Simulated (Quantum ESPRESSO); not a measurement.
Be2S:

```xyz
3
Lattice="3.1576 0.0000 0.0000 0.0000 3.1576 0.0000 0.0000 0.0000 3.9404" Properties=species:S:1:pos:R:3 pbc="T T T"
Be    0.0000    1.5788    0.6641
Be    1.5788    0.0000    3.2763
S     1.5788    1.5788    1.9702
```

The cell was built by a generator and needn't be a form met in nature.

```yaml
Program: Quantum ESPRESSO 7.5
Task: phonons
Functional: rev-vdW-DF2
Potentials_or_basis: GBRV 1.5 PBE
Cutoff: 612 eV
Density_cutoff: 4898 eV
k_mesh: 6 × 6 × 6, shifted
Occupations: fermi-dirac, width 0.05 eV
Spin: no spin polarisation
Mixing_beta: 0.5
Most_SCF_iterations: 120
SCF_threshold: 6e-10 Ry
```

The cell and the atoms were relaxed first, to 13.18 Å³/atom (a = 3.155 Å, b = 3.155 Å, c = 3.971 Å, α = 90.00°, β = 90.00°, γ = 90.00°), and the response was taken there.

The first run showed a gap, so the response started from a second, tighter run with fixed occupations.

Problem. Which optical modes does the crystal have at the zone centre, and which show in infrared and Raman spectra?

Solution. The optical modes are 2E + B2 + A1. Infrared active: 2E + B2. Raman active: 2E + B2 + A1.

Optical modes at Γ, degenerate ones joined, polar ones without the macroscopic field:
| cm⁻¹ | components | symmetry | active in | IR intensity, summed ((D/Å)²/amu) |
| --- | --- | --- | --- | --- |
| 162 | 2 | E | IR and Raman | 16.73 |
| 506 | 1 | B2 | IR and Raman | 11.41 |
| 544 | 1 | A1 | Raman | 0.00 |
| 573 | 2 | E | IR and Raman | 3.99 |

Caveat: the potentials were made for another functional, which shifts forces and pressure; the gap on the mesh is small and may close between mesh points, in which case fixed occupations spoil the response.
